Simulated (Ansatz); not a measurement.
Runs of Ansatz 0.2.0 on MoPt. The cell holds a sheet with vacuum, 2 atoms: a = 3.551 Å, b = 3.551 Å, c = 23.800 Å, α = 90.00°, β = 90.00°, γ = 90.00°. The cell was built by a generator and needn't be a form met in nature.

```csv
task,level,cutoff (eV),basis error allowed,gap on the mesh (eV),work function (eV)
work function,LDA,295,0.002 eV/atom,none,(a)
single point,PBE,318,0.001 eV/atom,none,-
work function,PBEsol,295,0.002 eV/atom,none,5.12
work function,PBE,295,0.002 eV/atom,none,5.00
projected density of states,PBE,295,0.002 eV/atom,-,5.00
```

Alike in all rows: potentials or basis all-electron LAPW, scalar-relativistic; no spin polarisation; cell as given; k mesh 8 × 8 × 1; smearing fermi-dirac 0.05 eV.

Q: Estimate the missing entries.

A: (a) 5.35.

Caveats: spin-orbit coupling is left out, which moves the levels of the heavy elements (some runs).

A k mesh can miss the band edges, and the runs leave out spin-orbit coupling on Mo, Pt.

A gap of «none» marks a metal or a gap under the smearing width.
